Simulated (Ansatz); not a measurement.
**CH₇InO₃Si: basis-set convergence**

The task here is to estimate one member of a computed series from the others.

Program: Ansatz 0.2.0, Gaussian basis. Level of theory: one geometry, several basis sets. These are calculated values, not measurements.

Levels to be run: PBE0-D4/def2-SVP; ωB97M-V/def2-SVP; PBE0-D4/def2-QZVPP; ωB97M-V/def2-QZVPP; the functionals' def2-TZVPP values are taken from earlier runs.

4 further runs of the same task are left out: 4 that didn't finish.

### Structure used throughout

All runs share one geometry, relaxed beforehand with PBE0-D4 in a triple-zeta def2 set. In takes the def2 core potential; no spin-orbit term is included.

SMILES `C[O][In]([OH])[O][SiH3]`, 13 atoms, charge 0, spin multiplicity 1.

Atoms are counted from 1 here; the program's logs count them from 0.

Bond lengths: C1–O2 1.410 Å, C1–H7 1.097 Å, C1–H8 1.094 Å, C1–H9 1.097 Å, O2–In3 1.962 Å, In3–O4 1.959 Å, In3–O5 1.981 Å, O4–H10 0.962 Å, O5–Si6 1.627 Å, Si6–H11 1.492 Å, Si6–H12 1.487 Å, Si6–H13 1.492 Å. Angles: O2–C1–H7 112.9°, O2–C1–H8 107.7°, O2–C1–H9 112.7°, H7–C1–H8 107.7°, H7–C1–H9 107.9°, H8–C1–H9 107.8°, C1–O2–In3 120.7°, O2–In3–O4 124.9°, O2–In3–O5 119.1°, O4–In3–O5 116.0°, In3–O4–H10 110.7°, In3–O5–Si6 138.6°, O5–Si6–H11 111.6°, O5–Si6–H12 109.3°, O5–Si6–H13 111.5°, H11–Si6–H12 108.5°, H11–Si6–H13 107.4°, H12–Si6–H13 108.5°.

Coordinates:

```
C     0.0562   -1.5454    1.5005
O     1.3359   -1.1674    1.0455
In    1.5405    0.2142   -0.3324
O     3.2523    0.8206   -1.0678
O    -0.0778    1.0948   -1.0597
Si   -1.6924    1.0314   -0.8662
H    -0.5102   -0.7075    1.9261
H     0.1911   -2.2906    2.2904
H    -0.5556   -2.0008    0.7119
H     3.1143    1.5067   -1.7272
H    -2.2253   -0.3339   -1.1474
H    -2.3378    1.9912   -1.8011
H    -2.0912    1.3868    0.5274
```

The first run:

Contents of in.yaml:

```yaml
crystal:
  periodic: [false, false, false]
  atoms:
    - {symbol: C, position_ang: [0.056181, -1.545428, 1.500521]}
    - {symbol: O, position_ang: [1.335904, -1.167400, 1.045541]}
    - {symbol: In, position_ang: [1.540538, 0.214160, -0.332420]}
    - {symbol: O, position_ang: [3.252276, 0.820585, -1.067834]}
    - {symbol: O, position_ang: [-0.077814, 1.094759, -1.059738]}
    - {symbol: Si, position_ang: [-1.692353, 1.031448, -0.866177]}
    - {symbol: H, position_ang: [-0.510214, -0.707507, 1.926116]}
    - {symbol: H, position_ang: [0.191074, -2.290602, 2.290373]}
    - {symbol: H, position_ang: [-0.555588, -2.000805, 0.711877]}
    - {symbol: H, position_ang: [3.114270, 1.506688, -1.727201]}
    - {symbol: H, position_ang: [-2.225281, -0.333901, -1.147378]}
    - {symbol: H, position_ang: [-2.337806, 1.991245, -1.801064]}
    - {symbol: H, position_ang: [-2.091186, 1.386758, 0.527375]}
basis:
  gaussian: {orbitals: def2-SVP}
hamiltonian: {xc: pbe0, dispersion: d4}
output: {orbitals: {seedname: orbitals}}
```

The run is started by

```bash
ansatz run in.yaml --threads 2 --pin off --events-out ev --progress --plain --max-ram 32768MiB --backend cpu
```

Among the steps run: PBE0-D4 in def2-SVP; ωB97M-V in def2-SVP; PBE0-D4 in def2-QZVPP; ωB97M-V in def2-QZVPP.

One of the session's tables, all rows but one given; the rest of the session is left out.

It belongs to the step «Functionals by basis». 

| functional | basis | HOMO (eV) | LUMO (eV) |
| --- | --- | --- | --- |
| PBE0-D4 | def2-SVP | -7.86 | -1.95 |
| PBE0-D4 | def2-TZVPP | -8.01 | -2.14 |
| PBE0-D4 | def2-QZVPP | -8.05 | -2.20 |
| ωB97M-V | def2-SVP | ? | ? |
| ωB97M-V | def2-TZVPP | -10.42 | -0.29 |
| ωB97M-V | def2-QZVPP | -10.46 | -0.47 |

Q: Estimate the row for ωB97M-V, def2-SVP from the others.

As computed: HOMO (eV): -10.24; LUMO (eV): 0.03. In the column «HOMO (eV)» it lies between ωB97M-V, def2-TZVPP (-10.42) and PBE0-D4, def2-QZVPP (-8.05).
